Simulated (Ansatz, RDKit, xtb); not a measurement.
# Isomers of C5H2FNSe, a sample narrowed down

Which of a sample of isomers of C5H2FNSe is the most stable in the gas at 298.15 K, and what are its properties? The sample is small against all isomers, and the most stable one of this formula need not be in it.

The funnel: GFN2-xTB relaxations, single points with a density functional, relaxations at B3LYP-D3(BJ)/def2-SVP, harmonic vibrations (at GFN2-xTB), and a last energy at a higher level. All values are calculated.

## (1) Candidates

Isomers were taken from a list of plausible structures; this is a sample, not all of them. That gives 7 candidates.

| label | SMILES | spin |
| --- | --- | --- |
| c003 | N#Cc1c[se]cc1F | singlet |
| c219 | C#C/C(=C/F)[Se]C#N | singlet |
| c370 | C#Cc1cnc(F)[se]1 | singlet |
| c542 | N#Cc1c[se]c(F)c1 | singlet |
| c913 | C#Cc1cc(F)[se]n1 | singlet |
| c927 | C#Cc1nc(F)c[se]1 | singlet |
| c956 | C#Cc1c[se]nc1F | singlet |

Candidates are built by distance geometry, with a force field where one applies, in up to four conformers (letters a to d).

**Question.** With final energies at CCSD(T)/def2-SVP + MP2/def2-TZVPP - MP2/def2-SVP, which structure will this search put lowest in free energy, and by what margin?

| quantity | value |
| --- | --- |
| lowest structure found | N#Cc1c[se]cc1F, singlet |
| next finalist | N#Cc1c[se]c(F)c1, singlet, 2.8 kcal/mol higher in G |
| share at equilibrium, among the finalists | 99.2 % |

The lowest structure found is `N#Cc1c[se]cc1F`. The margin, 2.8 kcal/mol, is modest. GFN2-xTB, r2SCAN-D4/def2-SVP, B3LYP-D3(BJ)/def2-SVP, HF/def2-SVP and MP2/def2-SVP already put its bonding pattern lowest among the structures in one piece; HF/STO-3G favours the singlet N#Cc1c[se]c(F)c1. Lowest found is not proven lowest: the search is finite, and each finalist counts with one conformer. Only 7 drawn patterns were tried, so whole families of isomers are missing, and the result ranks this sample alone.
